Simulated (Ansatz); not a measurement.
# CH4OS2W: one species, many methods

An exercise on one series of results from a longer session: the logs are not shown, and one member is left open.

The runs use Ansatz 0.2.0, Gaussian basis; functionals in def2-TZVPP, the program's frozen cores in correlated methods.

Plan: LDA (SPW92), PBE-D4, revPBE-D4, BLYP-D4, r2SCAN-D4, B97M-V, PBE0-D4, B3LYP-D4, r2SCANh-D4, r2SCAN0-D4, HSE06-D4, BHLYP-D4, CAM-B3LYP-D4, LC-ωPBE, ωB97X-V, ωB97M-V, B2PLYP, PBE-QIDH; CCSD(T)/def2-SVP; CCSD(T)/def2-TZVPP; MP2/def2-QZVPP; extrapolation to the limit; RPA on PBE.

## Structure used throughout

The geometry comes from an earlier relaxation with PBE0-D4 in a triple-zeta def2 set; it is a stationary point, not always the lowest conformer. W takes the def2 core potential; no spin-orbit term is included.

9 atoms, charge 0, spin multiplicity 1.

Atoms are counted from 1 here; the program's logs count them from 0.

Bond lengths: C1–W2 2.098 Å, C1–H6 1.094 Å, C1–H7 1.094 Å, C1–H8 1.092 Å, W2–O3 1.867 Å, W2–S4 2.120 Å, W2–S5 2.123 Å, O3–H9 0.961 Å. Angles: W2–C1–H6 108.8°, W2–C1–H7 109.4°, W2–C1–H8 111.2°, H6–C1–H7 109.8°, H6–C1–H8 108.8°, H7–C1–H8 108.9°, C1–W2–O3 107.7°, C1–W2–S4 104.9°, C1–W2–S5 104.8°, O3–W2–S4 114.3°, O3–W2–S5 112.7°, S4–W2–S5 111.6°, W2–O3–H9 125.0°.

The first run:

File in.yaml:

```yaml
crystal:
  periodic: [false, false, false]
  atoms:
    - {symbol: C, position_ang: [-1.349655, -0.034525, 0.053348]}
    - {symbol: W, position_ang: [0.700602, 0.285244, -0.254450]}
    - {symbol: O, position_ang: [1.617024, -0.474083, 1.183533]}
    - {symbol: S, position_ang: [1.118571, -0.613908, -2.128836]}
    - {symbol: S, position_ang: [0.912431, 2.396505, -0.336648]}
    - {symbol: H, position_ang: [-1.638198, 0.420171, 1.006112]}
    - {symbol: H, position_ang: [-1.549924, -1.109931, 0.079858]}
    - {symbol: H, position_ang: [-1.942829, 0.415347, -0.745071]}
    - {symbol: H, position_ang: [2.131968, -1.284810, 1.142145]}
basis:
  gaussian: {orbitals: def2-TZVPP}
hamiltonian: {xc: lda}
output: {orbitals: {seedname: orbitals}}
```

The run is started by

```console
$ ansatz run in.yaml --threads 4 --pin off --events-out ev --progress --plain --max-ram 10444MiB
```

Steps of the session up to this table: LDA; PBE-D4 (GGA); revPBE-D4 (GGA); BLYP-D4 (GGA); r2SCAN-D4 (meta-GGA); B97M-V (meta-GGA); B3LYP-D4 (hybrid); r2SCANh-D4 (hybrid); r2SCAN0-D4 (hybrid); HSE06-D4 (hybrid); BHLYP-D4 (hybrid); CAM-B3LYP-D4 (range-separated); LC-ωPBE (range-separated); ωB97X-V (range-separated); ωB97M-V (range-separated); B2PLYP (double hybrid); PBE-QIDH (double hybrid).

One of the session's tables, all rows but one given; the rest of the session is left out.

It belongs to the step «Frontier levels by functional». 

| functional | HOMO (eV) | LUMO (eV) | gap (eV) |
| --- | --- | --- | --- |
| LDA (SPW92) | -6.24 | -3.45 | 2.78 |
| PBE-D4 | -6.10 | -3.27 | 2.83 |
| revPBE-D4 | -6.04 | -3.20 | 2.84 |
| BLYP-D4 | -5.91 | -3.12 | 2.79 |
| r2SCAN-D4 | -6.36 | -3.22 | 3.14 |
| B97M-V | ? | ? | ? |
| PBE0-D4 | -7.20 | -2.54 | 4.66 |
| B3LYP-D4 | -6.95 | -2.70 | 4.25 |
| r2SCANh-D4 | -6.77 | -2.94 | 3.83 |
| r2SCAN0-D4 | -7.37 | -2.52 | 4.85 |
| HSE06-D4 | -6.81 | -2.91 | 3.89 |
| BHLYP-D4 | -8.13 | -1.65 | 6.48 |
| CAM-B3LYP-D4 | -8.38 | -1.48 | 6.90 |
| LC-ωPBE | -9.68 | -0.49 | 9.19 |
| ωB97X-V | -9.34 | -0.52 | 8.82 |
| ωB97M-V | -9.18 | -0.53 | 8.65 |

Estimate the missing values for B97M-V.

As computed: HOMO (eV): -6.40; LUMO (eV): -3.14; gap (eV): 3.26. In the column «HOMO (eV)» it lies between r2SCANh-D4 (-6.77) and r2SCAN-D4 (-6.36).
